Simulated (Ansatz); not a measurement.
## CaCl (charge +1): an active-space calculation, step by step

Program: the Python package of Ansatz (0.2.0).

Interactive session:
```pycon
>>> import ansatz as az
>>> from ase import Atoms
>>> atoms = Atoms(["Ca", "Cl"], positions=[
...     (0.0, 0.0, 0.0),
...     (0.0, 0.0, 2.66),
... ])
>>> system = az.Crystal.molecule_from_ase(atoms)
>>> calculation = (
...     system.calculation()
...     .basis(gaussian="def2-SVP")
...     .charge(1)
...     .accuracy("medium")
...     .correlation(active_electrons=4, active_orbitals=4)
... )
>>> for method in [None, "sc_nevpt2"]:
...     summary = (calculation if method is None else calculation.correlation(method)).run().report
...     space = summary["configurations"]
...     state = space["states"][0]
...     print(method or "casscf", f"total {summary['free_energy_ev'] / 27.211386246:.6f} Ha, active-space state {state['energy']['hartree']:.6f} Ha, mean field {summary['reference_energy_ev'] / 27.211386246:.6f} Ha")
...     print("  determinants", state["n_determinants"], " natural occupations", [round(n, 3) for n in space["natural_occupations"]])
...
casscf total -1135.914675 Ha, active-space state -1135.914675 Ha, mean field -1135.889734 Ha
  determinants 36  natural occupations [1.99, 1.986, 0.012, 0.012]
RunWarning: the results are in doubt because another end's mean lies 0.229 eV lower, and its corrected mean 0.185 eV higher
sc_nevpt2 total -1136.123684 Ha, active-space state -1135.906098 Ha, mean field -1135.889734 Ha
  determinants 36  natural occupations [1.997, 1.984, 0.013, 0.006]
```

What to keep in mind:
- These settings explore the input space; basis and method may be short of convergence.
- Warnings are shown shortened and without file and line.
- The geometry is a force-field or estimated start, not a minimum of this method, and the basis set is short of its limit. The active space starts as a window about the frontier orbitals and is then optimised, not chosen by chemistry.
- The spin state was assumed, and another may lie lower.
- A lower CASSCF solution was found and passed over, so the printed active-space state isn't the lowest.
- Timing: 4.2 s on 1 thread of Arm Neoverse V2, with other jobs on the host, peak memory 0.17 GiB.

(Lines on the test bed's own set-up are left out of the output.)
